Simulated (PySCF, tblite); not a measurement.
**C₅H₁₄NPSi₂: geometry, infrared bands and NMR shifts**

Aim: predict the infrared bands and NMR shifts of C₅H₁₄NPSi₂ (`C=C(C)[Si@@H]1CC[Si@H](P)N1`).

Programs: tblite 0.8.0 and PySCF 2.14.0, with density-fitted response routines of our own. Each step states its level of theory. These are calculated values for one molecule in the gas phase, unless marked as measured. Atoms count from 0, in the outputs and in this text.

### Step 1. The starting structure

23 atoms, charge 0, multiplicity 1; geometry from: force field or distance geometry start.

Bonds of the start (Å): C0–C1 1.33, C1–C2 1.50, C1–Si3 1.86, Si3–C4 1.90, C4–C5 1.53, C5–Si6 1.88, Si6–P7 2.20, Si6–N8 1.71, N8–Si3 1.72, C0–H9 1.10, C0–H10 1.08, C2–H11 1.09, C2–H12 1.11, C2–H13 1.09, Si3–H14 1.48, C4–H15 1.10, C4–H16 1.09, C5–H17 1.10, C5–H18 1.10, Si6–H19 1.48, P7–H20 1.41, P7–H21 1.42, N8–H22 1.01.

### Step 2. Geometry optimisation with GFN2-xTB

Job settings and geometry (Å):

```
{"job": {"kind": "relax", "xc": "GFN2-xTB", "basis": "xTB"}, "charge": 0, "multiplicity": 1}
C     -1.992800     0.750100    -1.270300
C     -1.990400    -0.192500    -0.326300
C     -3.211000    -0.987400     0.037200
Si    -0.457500    -0.631600     0.639400
C      0.293200     0.847600     1.555800
C      1.800900     0.585200     1.577000
Si     2.195400    -0.398700     0.025500
P      2.704200     0.948500    -1.643000
N      0.749600    -1.173000    -0.460900
H     -2.914800     0.982900    -1.814300
H     -1.123800     1.328600    -1.541500
H     -3.071200    -2.057600    -0.141100
H     -4.086100    -0.674900    -0.560800
H     -3.490400    -0.837400     1.081800
H     -0.709600    -1.735700     1.599200
H      0.079500     1.766100     0.995400
H     -0.109900     0.978300     2.560400
H      2.059000    -0.024300     2.459100
H      2.369400     1.524300     1.657800
H      3.265700    -1.402300     0.235400
H      3.993300     1.304800    -1.209600
H      3.139400    -0.050100    -2.546700
H      0.503100    -0.824100    -1.375200
```

Started as:

```console
$ OMP_NUM_THREADS=1 python probes_run.py task.json out
```

One launch serves the whole session: the jobs run in the order shown.

**Question.** This job is followed by: GFN2-xTB harmonic vibrations, gas phase; GIAO PBE0/pcSseg-1 NMR shielding, non-relativistic, gas phase. What will the session give for the following? strongest single infrared mode (GFN2-xTB); zero-point energy (GFN2-xTB); 13C shifts against TMS (PBE0/pcSseg-1); 1H shifts against TMS (PBE0/pcSseg-1, means over atoms taken as alike); 29Si shifts against TMS (PBE0/pcSseg-1); 31P shifts against H3PO4 (PBE0/pcSseg-1); 15N shifts against NH3 (PBE0/pcSseg-1).

As calculated:

```
                                                              quantity                                                                  value
                             strongest single infrared mode (GFN2-xTB)                                                  2182 cm⁻¹, 405 km/mol
                                          zero-point energy (GFN2-xTB)                                                         109.7 kcal/mol
                                13C shifts against TMS (PBE0/pcSseg-1)                                     154.6, 133.9, 27.1, 12.2, 12.1 ppm
1H shifts against TMS (PBE0/pcSseg-1, means over atoms taken as alike)  6.20, 5.91, 5.85, 5.18, 2.01, 1.33, 1.17, 1.15, 1.07, 0.89, -0.11 ppm
                               29Si shifts against TMS (PBE0/pcSseg-1)                                                          1.3, -6.3 ppm
                              31P shifts against H3PO4 (PBE0/pcSseg-1)                                                             -289.0 ppm
                                15N shifts against NH3 (PBE0/pcSseg-1)                                                               30.9 ppm
```

What this shows: Relaxing lowered the energy by 0.454 eV in 161 steps; the close pair that moved most is Si6–P7, from 2.204 to 2.251 Å. All 63 modes are real, so the xTB geometry is a minimum. The strongest single mode, at 2182 cm⁻¹, moves mainly H14. Unscaled tight-binding wavenumbers are off by several per cent, some by more. Its intensities can rank the bands wrongly. C1 (fully substituted alkene carbon) lies farthest downfield among carbon, at 154.6 ppm; the olefinic region. At PBE0/pcSseg-1: Shielding is most anisotropic at C1 (span 255 ppm, paramagnetic term -234 ppm).
